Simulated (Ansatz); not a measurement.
# Cl2Zn: the cost of one run

Computed with Ansatz 0.2.0, Gaussian basis. Level: PBE0-D4/def2-TZVP structures, single points in def2-TZVPP, no counterpoise correction.

Levels: SPW92, PBE-D4, BLYP-D4, r2SCAN-D4, B97M-V, PBE0-D4, B3LYP-D4, r2SCAN0-D4, BHLYP-D4, CAM-B3LYP-D4, wB97X-V, wB97M-V, B2PLYP, PBE-QIDH, RPA on PBE, Hartree-Fock, MP2, CCSD, CCSD(T).

Correlated methods freeze the cores. The 3s and 3p shells of Cu and Zn are frozen; filled d shells are correlated. B3LYP uses VWN-RPA correlation. B2PLYP carries no dispersion term here.

94 further runs of the same task are left out: 94 set aside as unsound or not needed. Runs told in other sessions of the task aren't counted.

## (1) Where the work starts

The complex: 5 atoms, charge 0, spin multiplicity 1.

Atoms are counted from 1 here; the program's logs count them from 0.

Bond lengths: Zn1–Cl2 2.117 Å, Zn1–Cl3 2.106 Å, Zn1–Br5 2.813 Å, H4–Br5 1.427 Å. Angles: Cl2–Zn1–Cl3 162.8°, Cl2–Zn1–Br5 95.6°, Cl3–Zn1–Br5 101.6°, Zn1–Br5–H4 86.9°.

As a file:

```xyz
5
BrCl2HZn
Zn   -0.72984    0.52909   -0.49159
Cl    0.38938    2.09876    0.38356
Cl   -2.18008   -0.54552   -1.57707
H     1.65586   -0.53353    1.14996
Br    0.86457   -1.54890    0.53514
```

Its parts: ZnCl₂ holds atoms 1, 2, 3; HBr holds atoms 4, 5. Each part counts its atoms afresh in its own runs.

## (2) Relaxing ZnCl₂ alone

Input file relax-a/in.yaml:

```yaml
crystal:
  periodic: [false, false, false]
  atoms:
    - {symbol: Zn, position_ang: [-0.729836, 0.529089, -0.491590]}
    - {symbol: Cl, position_ang: [0.389385, 2.098761, 0.383558]}
    - {symbol: Cl, position_ang: [-2.180080, -0.545521, -1.577072]}
basis:
  gaussian: {orbitals: def2-TZVP}
hamiltonian: {xc: pbe0, dispersion: d4}
relax: {f_tol: 0.005, max_steps: 200}
```

The run is started by

```console
$ ansatz run in.yaml --threads 8 --pin off --events-out ev --progress --plain --max-ram 19148MiB
```

**Question.** How long does this run take on 8 threads of Intel Xeon at 2.50GHz, shared host?

About 9.5 s.
